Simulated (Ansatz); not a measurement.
# CuNi3 (Cmmm) in Ansatz: reference runs

How does CuNi3 come out in PBEsol? The cell is run as given and disturbed.

Everything below comes from runs of Ansatz 0.2.0. Logs are shortened: lines on timing, memory, paths and dates and some standing lists are left out, and cuts for length are marked.

## (1) Starting point

The structure is orthorhombic, space group Cmmm (No. 65). The conventional cell has a = 2.790 Å, b = 3.974 Å, c = 7.935 Å, α = 90.00°, β = 90.00°, γ = 90.00°. Cu (site symmetry mmm) has 6 Cu at 2.43 to 2.79 Å and 4 Ni at 2.46 Å as nearest neighbours. Around Ni (site symmetry mm2) lie 6 Ni at 2.39 to 2.43 Å and 2 Cu at 2.46 Å. Around Ni (site symmetry mmm) lie 8 Ni at 2.39 to 2.43 Å.

The cell comes from a database or a generator and needn't be the stable form of this composition.

## (2) Single point, PBEsol, collinear spin, ferromagnetic start

The input, input.yaml:

```yaml
crystal:
  lattice:
    - [1.395212, -1.987154, 0.0]
    - [1.395212, 1.987154, 0.0]
    - [0.0, 0.0, 7.934886]
  atoms:
    - { symbol: Cu, position: [0.0, 0.0, 0.0], spin: 0.6 }
    - { symbol: Ni, position: [0.5, 0.5, 0.254686], spin: 1.0 }
    - { symbol: Ni, position: [0.0, 0.0, 0.5], spin: 1.0 }
    - { symbol: Ni, position: [0.5, 0.5, 0.745314], spin: 1.0 }
kpoints:
  mp_grid: { grid: [12, 12, 4] }
scf:
  occupations: { method: fermi_dirac, width: 0.05 }
hamiltonian:
  xc: pbesol
  pseudopotentials: { kind: all_electron, lapw: { basis_error: 0.001 } }
magnetization:
  spin_polarized: true
output:
  forces: true
  stress: true
  eigenvalues: true
  populations: true
```

Potentials or basis: all-electron LAPW, scalar-relativistic.

Run with:

```bash
$ ansatz run input.yaml --threads 4 --pin off --max-ram 12288MiB --backend cpu --events-out ev --progress --plain --runs-dir out
```

The log of the run:

```text
Warning: RAYON_NUM_THREADS=4 ignored (pool sized by the plan → 4); use --threads N
Cu: projections on atomic orbitals take those of the free atom 1s2 2s2 2p6 3s2 3p6 3d10 4s1, of charge +0.00 (hamiltonian.pseudopotentials.projection_atoms)
Ni: projections on atomic orbitals take those of the free atom 1s2 2s2 2p6 3s2 3p6 3d8 4s2, of charge +0.00 (hamiltonian.pseudopotentials.projection_atoms)
LAPW: plane waves up to 9.440 Å⁻¹, error target 1.0e-3 eV per atom; small_component_spin mean_spin; Ni in spheres of 1.197 Å, 18 of its electrons in bands, Dirac shells []; Cu in spheres of 1.203 Å, 19 of its electrons in bands, Dirac shells [] (how accurate: hamiltonian.pseudopotentials.lapw.basis_error, Limitations)
Engine: ansatz 0.2.0, aarch64-unknown-linux-gnu
Pseudopotentials: kind: all_electron
Pseudopotential: Cu, LAPW, valence charge 19, lapw/all_electron/scalar/gaussian/Cu, Koelling and Harmon's equation, gaussian nucleus
Pseudopotential: Ni, LAPW, valence charge 18, lapw/all_electron/scalar/gaussian/Ni, Koelling and Harmon's equation, gaussian nucleus
Functional definition: PBEsol
  exchange = pbesol_x
  correlation = pbesol_c
Crystal: 4 atoms, lattice volume = 43.999 Å³
Basis set: ecut = 339.5308285244744 eV, 611 PW (Γ), exchange–correlation at level 2
Bands: 46, of which v1, the nominal top of the filled ones, is band 37 counted from 1 (36 counted from 0)
Symmetry: 8 space group operations
Space group: Cmmm (ITA 65), of the structure as read, at distance tolerance 3.5e-5 Å
Magnetic group: BNS 65.481 (UNI 579), of the structure as read, at distance tolerance 3.5e-5 Å
k-points: 129 of 576
Non-local potential: Cu, projectors of the file, none
Non-local potential: Ni, projectors of the file, none
Initial density: superposition of atomic densities (chi_scale 0.1, normalization cell)
Starting moments: Σ|m| = 3.6 μB on 4 of 4 sites
Initial wavefunctions: plane waves of lowest kinetic energy (no species holds an atomic orbital)
Functional: x = pbesol(κ = 0.804, μ = 0.12345679012345678), c = pbesol(β = 0.046)
SCF iter   1: F=—  HF=-169046.965870 eV  |F-HF|=—  |Δ(HF+E_count)|=         —  Δρ=1.30e-1 (↑9.54e-2 ↓1.30e-1)  dr2=1.26e2  dr2_m=7.63e-1  M=0.641 μB ∫|m|=0.690 μB  β_m=0.30  ethr=1.00e-1  ⟨swp⟩=2.1  Hψ=56282  notcnv=0
Mixer restart at iter 1: flushing history
preconditioner: auto → Kerker (q_TF=auto, 2.969 Å⁻¹)  [metal: Δε(μ)=0.000 eV  Ē_g=9.148 eV  σ=0.050 eV  W_gap=0.00  n_scr=18 (ndim 8)  ℏωp=35.8 eV  f_vac=0.000  D(μ)=6.55/eV (n_scr^D=92)]
spin=Collinear: Kerker preconditioning applied to the charge; magnetization (m = ρ↑ − ρ↓) channel mixes plain (no charge-response kernel on spin).
SCF iter   2: F=—  HF=-169061.715260 eV  |F-HF|=—  |Δ(HF+E_count)|=    1.47e1  Δρ=4.18e-2 (↑3.39e-2 ↓4.18e-2)  dr2=9.28e0  dr2_m=4.84e-2  M=1.940 μB ∫|m|=2.019 μB  β_m=0.24  ethr=1.00e-1  ⟨swp⟩=2.2  Hψ=32722  notcnv=0
SCF iter   3: F=—  HF=-169044.838787 eV  |F-HF|=—  |Δ(HF+E_count)|=    1.69e1  Δρ=2.19e-2 (↑1.95e-2 ↓2.19e-2)  dr2=1.36e0  dr2_m=5.66e-2  M=1.692 μB ∫|m|=1.782 μB  β_m=0.62  ethr=1.27e-2  ⟨swp⟩=2.1  Hψ=35652  notcnv=0
SCF iter   4: F=—  HF=-169044.789980 eV  |F-HF|=—  |Δ(HF+E_count)|=         —  Δρ=6.15e-2 (↑4.64e-2 ↓6.15e-2)  dr2=2.78e1  dr2_m=1.45e-1  M=0.730 μB ∫|m|=0.821 μB  β_m=0.62  ethr=1.86e-3  ⟨swp⟩=3.0  Hψ=38283  notcnv=0
the basis was enlarged: its passes take 1.4 MiB over the memory plan, 4 of 4 planned eigensolver slots
SCF iter   5: F=—  HF=-169042.113102 eV  |F-HF|=—  |Δ(HF+E_count)|=    2.68e0  Δρ=1.51e-2 (↑1.06e-2 ↓1.51e-2)  dr2=1.71e0  dr2_m=5.44e-3  M=1.162 μB ∫|m|=1.296 μB  β_m=0.51  ethr=1.86e-3  ⟨swp⟩=2.0  Hψ=35612  notcnv=0
iter 6 solved again at ethr=5.65e-5 eV; its pass at ethr=1.86e-3 eV (dr2=4.12e-2 eV) is discarded
SCF iter   6: F=—  HF=-169041.881716 eV  |F-HF|=—  |Δ(HF+E_count)|=   2.31e-1  Δρ=2.51e-3 (↑2.51e-3 ↓1.97e-3)  dr2=4.12e-2  dr2_m=1.09e-3  M=1.267 μB ∫|m|=1.428 μB  β_m=0.51  ethr=5.65e-5  ⟨swp⟩=2.0  Hψ=59824  notcnv=0
SCF iter   7: F=—  HF=-169041.901414 eV  |F-HF|=—  |Δ(HF+E_count)|=   1.97e-2  Δρ=4.15e-3 (↑3.44e-3 ↓4.15e-3)  dr2=1.40e-1  dr2_m=3.56e-4  M=1.271 μB ∫|m|=1.426 μB  β_m=0.45  ethr=5.65e-5  ⟨swp⟩=2.0  Hψ=33449  notcnv=0  recentre
SCF iter   8: F=—  HF=-169041.903462 eV  |F-HF|=—  |Δ(HF+E_count)|=   2.05e-3  Δρ=5.54e-3 (↑3.83e-3 ↓5.54e-3)  dr2=2.29e-1  dr2_m=2.67e-3  M=1.292 μB ∫|m|=1.447 μB  β_m=0.35  ethr=5.65e-5  ⟨swp⟩=2.0  Hψ=33508  notcnv=0
SCF iter   9: F=—  HF=-169041.877836 eV  |F-HF|=—  |Δ(HF+E_count)|=   2.56e-2  Δρ=1.15e-3 (↑9.27e-4 ↓1.15e-3)  dr2=1.07e-2  dr2_m=1.67e-4  M=1.313 μB ∫|m|=1.484 μB  β_m=0.43  ethr=5.65e-5  ⟨swp⟩=2.0  Hψ=33851  notcnv=0
SCF iter  10: F=—  HF=-169041.877939 eV  |F-HF|=—  |Δ(HF+E_count)|=   1.03e-4  Δρ=1.08e-3 (↑8.46e-4 ↓1.08e-3)  dr2=1.13e-2  dr2_m=2.53e-5  M=1.307 μB ∫|m|=1.483 μB  β_m=0.56  ethr=1.47e-5  ⟨swp⟩=2.0  Hψ=33392  notcnv=0
SCF iter  11: F=—  HF=-169041.876605 eV  |F-HF|=—  |Δ(HF+E_count)|=         —  Δρ=3.14e-4 (↑2.75e-4 ↓3.14e-4)  dr2=9.93e-4  dr2_m=8.32e-6  M=1.316 μB ∫|m|=1.493 μB  β_m=0.56  ethr=1.47e-5  ⟨swp⟩=2.0  Hψ=33392  notcnv=0
Mixer restart at iter 11: flushing history
SCF iter  12: F=—  HF=-169041.876587 eV  |F-HF|=—  |Δ(HF+E_count)|=   1.76e-5  Δρ=1.70e-4 (↑1.61e-4 ↓1.70e-4)  dr2=2.33e-4  dr2_m=2.03e-6  M=1.318 μB ∫|m|=1.494 μB  β_m=0.60  ethr=1.36e-6  ⟨swp⟩=2.0  Hψ=33393  notcnv=0
SCF iter  13: F=—  HF=-169041.876596 eV  |F-HF|=—  |Δ(HF+E_count)|=   9.13e-6  Δρ=2.46e-4 (↑1.93e-4 ↓2.46e-4)  dr2=7.17e-4  dr2_m=1.33e-6  M=1.315 μB ∫|m|=1.491 μB  β_m=0.31  ethr=3.19e-7  ⟨swp⟩=2.0  Hψ=33393  notcnv=0  recentre
SCF iter  14: F=—  HF=-169041.876534 eV  |F-HF|=—  |Δ(HF+E_count)|=   6.17e-5  Δρ=9.79e-5 (↑9.42e-5 ↓9.79e-5)  dr2=1.04e-4  dr2_m=3.52e-7  M=1.317 μB ∫|m|=1.493 μB  β_m=0.50  ethr=3.19e-7  ⟨swp⟩=2.0  Hψ=33392  notcnv=0
SCF iter  15: F=—  HF=-169041.876518 eV  |F-HF|=—  |Δ(HF+E_count)|=   1.63e-5  Δρ=4.45e-5 (↑4.13e-5 ↓4.45e-5)  dr2=1.95e-5  dr2_m=1.37e-7  M=1.317 μB ∫|m|=1.493 μB  β_m=0.45  ethr=1.43e-7  ⟨swp⟩=2.0  Hψ=33393  notcnv=0
SCF iter  16: F=—  HF=-169041.876515 eV  |F-HF|=—  |Δ(HF+E_count)|=   2.86e-6  Δρ=2.38e-5 (↑9.99e-6 ↓2.38e-5)  dr2=1.14e-6  dr2_m=6.32e-8  M=1.318 μB ∫|m|=1.493 μB  β_m=0.39  ethr=2.67e-8  ⟨swp⟩=2.0  Hψ=33393  notcnv=0
SCF iter  17: F=—  HF=-169041.876515 eV  |F-HF|=—  |Δ(HF+E_count)|=   2.46e-7  Δρ=1.36e-5 (↑6.47e-6 ↓1.36e-5)  dr2=2.61e-7  dr2_m=1.74e-8  M=1.318 μB ∫|m|=1.493 μB  β_m=0.46  ethr=1.57e-9  ⟨swp⟩=2.0  Hψ=33393  notcnv=0
SCF iter  18: F=—  HF=-169041.876515 eV  |F-HF|=—  |Δ(HF+E_count)|=   3.42e-8  Δρ=5.82e-6 (↑5.82e-6 ↓4.39e-6)  dr2=1.82e-7  dr2_m=1.46e-9  M=1.318 μB ∫|m|=1.493 μB  β_m=0.60  ethr=3.58e-10  ⟨swp⟩=2.2  Hψ=33436  notcnv=0
SCF iter  19: F=—  HF=-169041.876515 eV  |F-HF|=—  |Δ(HF+E_count)|=   1.16e-8  Δρ=3.47e-6 (↑3.47e-6 ↓2.44e-6)  dr2=9.42e-8  dr2_m=2.19e-10  M=1.318 μB ∫|m|=1.493 μB  β_m=0.67  ethr=2.49e-10  ⟨swp⟩=2.0  Hψ=33393  notcnv=0
SCF iter  20: F=—  HF=-169041.876515 eV  |F-HF|=—  |Δ(HF+E_count)|=   1.18e-8  Δρ=8.28e-7 (↑6.90e-7 ↓8.28e-7)  dr2=4.15e-9  dr2_m=8.50e-11  M=1.318 μB ∫|m|=1.494 μB  β_m=0.80  ethr=1.29e-10  ⟨swp⟩=2.0  Hψ=33393  notcnv=0
SCF iter  21: F=-169041.876515 eV  HF=-169041.876515 eV  |F-HF|=1.95e-8  |Δ(HF+E_count)|=   1.34e-9  Δρ=1.60e-6 (↑4.94e-7 ↓1.60e-6)  dr2=8.06e-9  dr2_m=1.36e-10  M=1.318 μB ∫|m|=1.494 μB  ethr=5.69e-12  ⟨swp⟩=2.0  Hψ=33393  notcnv=0
SCF 1 converged in 21 iterations: F = -169041.876515 eV  dr2 = 8.06e-9
SCF converged after 21 iterations
Magnetization: 1.3181 μB (37.1590 up, 35.8410 down)
Absolute magnetization: 1.4936 μB (∫|ρ↑−ρ↓|)
Spin contamination: 0.0180 ħ² per cell (⟨S²⟩ above its minimum at these occupations)
Per-site moments (μB) at R_I (Å): [(0.016715628935649818, 1.2028344043483667), (0.41402481504586675, 1.1974586599886163), (0.5329980100949125, 1.1974586599886163), (0.41402481504586675, 1.1974586599886163)]
Free energy (F): -169041.876515 eV
Harris-Foulkes:  -169041.876515 eV  (|F-HF|=1.95e-8)
Internal energy: -169041.831851 eV  (E = F + TS)
E sigma→0 (E₀):  -169041.854183 eV
Entropy (-TS):   -0.044664 eV (-11.166 meV/atom)
Fermi energy:    17.717626 eV
--- Per-component energies (eV) ---
  E_band       = -1196.787704
  E_kinetic    = 171777.859842
  E_xc         = -6889.168070
  E_electrostatic = -333930.523623  (all electrons and nuclei)
  E_smearing   = -0.044664  (= −TS)
  E_closure    = 0.000000  (closes the sum)
  E_atoms      = -169014.596184  (free atoms, spherical and without spin; not in F)
  Σ components = -169041.876515   (vs F -169041.876515, Δ=0.00e0)
  Basis errors (estimates in eV, not in F): energy 2.7e-4 per atom: plane waves 2.5e-4 (1.3e-4 summed), levels above the bands 2.6e-91, relativity 1.7e-8, radial functions 2.6e-5, core shells 1.0e-9; eigenvalues (radial functions only) 6.5e-7; not estimated: angular momenta, meshes, grids; target (lapw.basis_error) 1.0e-3; muffin-tin radii Ni 1.197 Å, Cu 1.203 Å
--- Forces (eV/Å), atoms counted from 1 ---
  atom   1  Cu    -0.00000000     0.00000000     0.00000000
  atom   2  Ni     0.00000000     0.00000000     0.01532195
  atom   3  Ni    -0.00000000     0.00000000     0.00000000
  atom   4  Ni     0.00000000    -0.00000000    -0.01532195
  max |Σ_I F_I| component: 1.23e-31 eV/Å
--- Stress (GPa, compression-positive) ---
       -6.934832      -0.000000       0.000000
       -0.000000      -6.330805      -0.000000
        0.000000      -0.000000      -5.514400
  P = ⅓ Tr σ = -6.2600 GPa (-62.600 kbar)
--- Band table (eV; the first three rows and the last of 258) ---
  k-point 0 ↑: bands = ["-94.4296", "-85.3439", "-85.1463", "-85.1451", "-51.9605", "-51.9205", "-51.8645", "-45.9367", "-45.8046", "-45.7383", "-45.6425", "-45.6369", "-45.6306", "-45.6154", "-45.5936", "-45.5936", "8.5773", "10.8083", "11.0633", "13.0000", "14.2207", "14.7683", "14.8413", "15.1282", "15.1897", "15.3943", "15.4650", "15.4744", "15.8115", "15.9176", "16.0127", "16.6453", "16.7178", "16.7293", "16.8819", "16.8849", "17.0561", "17.0882", "17.6290", "17.7081", "23.7135", "32.8507", "32.9149", "36.5124", "37.2397", "39.3343"]
  k-point 1 ↑: bands = ["-94.4296", "-85.3439", "-85.1463", "-85.1452", "-51.9605", "-51.9205", "-51.8645", "-45.9367", "-45.8046", "-45.7383", "-45.6421", "-45.6368", "-45.6307", "-45.6157", "-45.5936", "-45.5936", "8.7337", "9.9720", "11.9338", "12.9453", "14.2272", "14.7382", "14.9119", "15.1710", "15.2362", "15.4275", "15.4552", "15.5155", "15.8236", "15.8558", "15.9176", "16.7146", "16.7366", "16.8292", "16.8561", "16.8847", "17.0600", "17.0844", "17.1118", "17.5543", "24.6987", "29.8037", "36.1353", "36.7034", "37.4947", "38.1833"]
  k-point 2 ↑: bands = ["-94.4296", "-85.3439", "-85.1463", "-85.1452", "-51.9605", "-51.9205", "-51.8645", "-45.9367", "-45.8046", "-45.7383", "-45.6417", "-45.6368", "-45.6307", "-45.6160", "-45.5936", "-45.5936", "9.1049", "9.3229", "12.5404", "12.7605", "14.2341", "14.7114", "15.0002", "15.2154", "15.3012", "15.4308", "15.5064", "15.6643", "15.7127", "15.9176", "15.9281", "16.2517", "16.7379", "16.7664", "16.8354", "16.8845", "17.0171", "17.0660", "17.0786", "17.4434", "26.5953", "27.3596", "37.2440", "37.2942", "38.0801", "38.4673"]
  k-point 128 ↓: bands = ["-94.3763", "-84.6518", "-84.6034", "-84.6005", "-51.9727", "-51.9414", "-51.8991", "-45.3170", "-45.2858", "-45.2680", "-45.2641", "-45.2562", "-45.2070", "-45.1839", "-45.1323", "-45.0950", "13.1658", "13.5875", "13.7419", "13.8307", "14.0376", "14.0474", "14.7051", "15.3681", "15.5399", "15.9013", "16.0190", "16.5782", "16.9456", "17.0749", "17.2401", "17.6221", "17.6937", "18.1527", "18.2523", "18.3385", "19.5174", "19.6769", "23.5510", "24.4270", "24.9245", "25.3630", "25.7718", "26.0245", "28.2112", "28.4564"]
--- Löwdin populations: 4 sites ---
  site symbol       q [e]    m [muB]
     0     Cu     28.7686     0.0201
     1     Ni     27.8113     0.4126
     2     Ni     27.7641     0.5353
     3     Ni     27.8113     0.4126
  spilling = 0.007475 (of n_electrons = 113.000000)
```

It took 83 s on 4 threads of Arm Neoverse V2, shared host; peak memory 1.7 GiB.

Results:

* Free energy: -169041.8765 eV
* Pressure: -6.3 GPa
* Largest force: 0.015 eV/Å
* Band gap on the k mesh: none (metal or under the smearing width)
* Net moment: 1.32 μB per cell
* Absolute moment: 1.49 μB per cell
* Site moments: Cu +0.02; Ni +0.41, +0.53 μB

Forces on the atoms (eV/Å):
```
Cu   0.000  0.000  0.000
Ni   0.000  0.000  0.015
Ni   0.000  0.000  0.000
Ni   0.000  0.000 -0.015
```

## (3) Single point, PBEsol, collinear spin, ferromagnetic start (atoms moved at random, drawn with an rms of 0.05 Å)

The input, input.yaml:

```yaml
crystal:
  lattice:
    - [1.395212, -1.987154, 0.0]
    - [1.395212, 1.987154, 0.0]
    - [0.0, 0.0, 7.934886]
  atoms:
    - { symbol: Cu, position: [-0.007675, -0.002648, 0.00088], spin: 0.6 }
    - { symbol: Ni, position: [0.509299, 0.521861, 0.251852], spin: 1.0 }
    - { symbol: Ni, position: [0.029157, 0.010527, 0.493895], spin: 1.0 }
    - { symbol: Ni, position: [0.482595, 0.501674, 0.744663], spin: 1.0 }
kpoints:
  mp_grid: { grid: [12, 12, 4] }
scf:
  occupations: { method: fermi_dirac, width: 0.05 }
hamiltonian:
  xc: pbesol
  pseudopotentials: { kind: all_electron, lapw: { basis_error: 0.001 } }
magnetization:
  spin_polarized: true
output:
  forces: true
  stress: true
  eigenvalues: true
  populations: true
```

Potentials or basis: all-electron LAPW, scalar-relativistic.

Run with:

```bash
$ ansatz run input.yaml --threads 4 --pin off --max-ram 12288MiB --backend cpu --events-out ev --progress --plain --runs-dir out
```

The log of the run:

```text
Warning: RAYON_NUM_THREADS=4 ignored (pool sized by the plan → 4); use --threads N
Cu: projections on atomic orbitals take those of the free atom 1s2 2s2 2p6 3s2 3p6 3d10 4s1, of charge +0.00 (hamiltonian.pseudopotentials.projection_atoms)
Ni: projections on atomic orbitals take those of the free atom 1s2 2s2 2p6 3s2 3p6 3d8 4s2, of charge +0.00 (hamiltonian.pseudopotentials.projection_atoms)
LAPW: plane waves up to 9.567 Å⁻¹, error target 1.0e-3 eV per atom; small_component_spin mean_spin; Ni in spheres of 1.184 Å, 18 of its electrons in bands, Dirac shells []; Cu in spheres of 1.189 Å, 19 of its electrons in bands, Dirac shells [] (how accurate: hamiltonian.pseudopotentials.lapw.basis_error, Limitations)
[... 1 set-up line as earlier in the session ...]
[... 84 lines left out ...]
  k-point 2 ↑: bands = ["-94.4396", "-85.3415", "-85.1660", "-85.1214", "-51.9728", "-51.9304", "-51.8725", "-45.9346", "-45.8003", "-45.7384", "-45.6583", "-45.6508", "-45.6163", "-45.6079", "-45.5900", "-45.5765", "9.0726", "9.3532", "12.5367", "12.7634", "14.2203", "14.7199", "14.9903", "15.2146", "15.2767", "15.4194", "15.4927", "15.6528", "15.7586", "15.9073", "15.9419", "16.2478", "16.7241", "16.7416", "16.8288", "16.9144", "17.0375", "17.0528", "17.1092", "17.4298", "26.6165", "27.3409", "37.1867", "37.3665", "38.0543", "38.5120"]
  k-point 291 ↓: bands = ["-94.3858", "-84.6478", "-84.6236", "-84.5779", "-51.9808", "-51.9514", "-51.9098", "-45.3212", "-45.2873", "-45.2663", "-45.2592", "-45.2537", "-45.2084", "-45.1737", "-45.1397", "-45.0814", "13.1435", "13.5583", "13.7356", "13.8307", "14.0569", "14.0771", "14.6747", "15.3890", "15.5517", "15.8747", "16.0355", "16.5693", "16.9280", "17.0896", "17.2482", "17.5947", "17.7150", "18.1552", "18.2574", "18.3371", "19.5125", "19.6755", "23.5460", "24.3440", "24.9273", "25.3788", "25.8254", "26.0624", "28.1787", "28.5002"]
--- Löwdin populations: 4 sites ---
  site symbol       q [e]    m [muB]
     0     Cu     28.7675     0.0204
     1     Ni     27.8117     0.4092
     2     Ni     27.7644     0.5383
     3     Ni     27.8125     0.4129
  spilling = 0.007469 (of n_electrons = 113.000000)
```

populations.tsv:

```text
# site	symbol	l	j	q_up	q_dn
# orbitals = lowdin
# n_electrons = 113.000000
# spilling = 0.007469
# projection_atom_Cu: 1s2 2s2 2p6 3s2 3p6 3d10 4s1
# projection_atom_Ni: 1s2 2s2 2p6 3s2 3p6 3d8 4s2
0	Cu	0_1S	-	0.999996	0.999996
0	Cu	0_2S	-	0.999774	0.999776
0	Cu	0_3S	-	0.994161	0.994212
0	Cu	0_4S	-	0.508303	0.514485
0	Cu	1_2P	-	2.999998	2.999998
0	Cu	1_3P	-	2.999462	2.999452
0	Cu	2_3D	-	4.892267	4.865638
1	Ni	0_1S	-	0.999995	0.999995
1	Ni	0_2S	-	0.999756	0.999758
1	Ni	0_3S	-	0.994230	0.994309
1	Ni	0_4S	-	0.479211	0.486530
1	Ni	1_2P	-	2.999997	2.999998
1	Ni	1_3P	-	2.999288	2.999244
1	Ni	2_3D	-	4.637963	4.221423
2	Ni	0_1S	-	0.999995	0.999995
2	Ni	0_2S	-	0.999765	0.999767
2	Ni	0_3S	-	0.994386	0.994459
2	Ni	0_4S	-	0.476346	0.483481
2	Ni	1_2P	-	2.999997	2.999998
2	Ni	1_3P	-	2.999259	2.999225
2	Ni	2_3D	-	4.681595	4.136103
3	Ni	0_1S	-	0.999996	0.999996
3	Ni	0_2S	-	0.999772	0.999774
3	Ni	0_3S	-	0.994613	0.994691
3	Ni	0_4S	-	0.479637	0.487063
3	Ni	1_2P	-	2.999997	2.999998
3	Ni	1_3P	-	2.999312	2.999268
3	Ni	2_3D	-	4.639368	4.218976
```

It took 7.5 min on 4 threads of Arm Neoverse V2, shared host; peak memory 3 GiB.

What came out:

```yaml
Free_energy: -169041.8591 eV
Pressure: -6.1 GPa
Largest_force: 0.376 eV/Å
Band_gap_on_the_k_mesh: none (metal or under the smearing width)
Net_moment: 1.32 μB per cell
Absolute_moment: 1.49 μB per cell
Site_moments: Cu +0.02; Ni +0.41, +0.54, +0.42 μB
```

Forces on the atoms (eV/Å):
```
Cu   0.116  0.001 -0.218
Ni  -0.093  0.021  0.037
Ni  -0.185 -0.046  0.323
Ni   0.162  0.024 -0.142
```
